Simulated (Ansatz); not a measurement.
This script makes a convergence test of the plane-wave cutoff of Sr2SO, space group P4/mmm with Ansatz 0.2.0 through its Python package.

Contents of `sr2so.cif`:
```cif
data_Sr2SO
_cell_length_a 4.043237
_cell_length_b 4.043237
_cell_length_c 5.718000
_cell_angle_alpha 90.00000
_cell_angle_beta 90.00000
_cell_angle_gamma 90.00000
_symmetry_space_group_name_H-M 'P 1'
_symmetry_Int_Tables_number 1
loop_
_symmetry_equiv_pos_as_xyz
'x, y, z'
loop_
_atom_site_label
_atom_site_type_symbol
_atom_site_fract_x
_atom_site_fract_y
_atom_site_fract_z
Sr1 Sr    0.000000    0.000000    0.000000
Sr2 Sr    0.500000    0.500000    0.500000
S3 S    0.000000    0.000000    0.500000
O4 O    0.500000    0.500000    0.000000
```

`ecut.py`:
```python
"""Convergence of Sr2SO with the plane-wave cutoff."""

import logging
import sys
import warnings

import ansatz as az
from ase.io import read
import pandas as pd

logging.basicConfig(stream=sys.stdout, format="%(name)s: %(message)s")
logger = logging.getLogger("ansatz_job")
logger.setLevel(logging.INFO)

warnings.simplefilter("ignore", az.DeckWarning)

atoms = read("sr2so.cif")
structure = az.Crystal.from_ase(atoms)

model = (
    structure.calculation()
    .functional(az.Functional.PBESOL)
    .kpoints(length=17)  # sampling of the Brillouin zone
    .occupations("Fixed")  # no smearing
    .stress()  # GPa
)

rows = []
for value in [300, 375, 450, 525, 600, 675]:
    rep = model.basis(value).run(threads=1).report
    rows.append((value, rep["free_energy_ev"] / len(rep["lattice"]["sites"]), rep["n_iterations"], sum(rep["stress_gpa"][i][i] for i in range(3)) / 3, rep["n_pw"]))

table = pd.DataFrame(rows, columns=["cutoff (eV)", "F/atom (eV)", "iterations", "P (GPa)", "plane waves"])
print(table.round(5).to_string(index=False))

# differences from the last row
for row in rows[:-1]:
    shift = 1000 * (row[1] - rows[-1][1])
    logger.info(f"{row[0]}: {shift:+.2f} meV/atom" + ("  (within 1 meV)" if abs(shift) < 1 else ""))
```

From which cutoff on is the energy per atom within 1 meV of the last row, and how does it get there?

From 450 eV on it stays within 1 meV an atom of the value at 675 eV; the first row (300 eV) is off by 121.9 meV and the last but one by 0.05 meV. The energy falls steadily, as expected when plane waves are added. The pressure moves from -2.59 to -2.62 GPa (the program's stress holds a Pulay correction, so it settles early).

The output:

Output of `python ecut.py`:
```text
 cutoff (eV)  F/atom (eV)  iterations  P (GPa)  plane waves
         300  -2109.03199           7 -2.58501         1093
         375  -2109.14363           7 -2.62312         1523
         450  -2109.15340           7 -2.62348         1963
         525  -2109.15377           7 -2.62299         2541
         600  -2109.15386           7 -2.62280         3059
         675  -2109.15391           7 -2.62280         3705
ansatz_job: 300: +121.91 meV/atom
ansatz_job: 375: +10.28 meV/atom
ansatz_job: 450: +0.51 meV/atom  (within 1 meV)
ansatz_job: 525: +0.13 meV/atom  (within 1 meV)
ansatz_job: 600: +0.05 meV/atom  (within 1 meV)
```

Pressure is positive in compression. The structure comes from a database of computed cells and needn't be a stable or known phase. Shifts are counted from the last row, which is itself no proven limit. The script silences the warnings on its input, which a real study should read. Timing: 11 s on 1 thread of Arm Neoverse V1 (shared host), peak memory 0.52 GiB.

(Lines on the test bed's own set-up are left out of the output.)
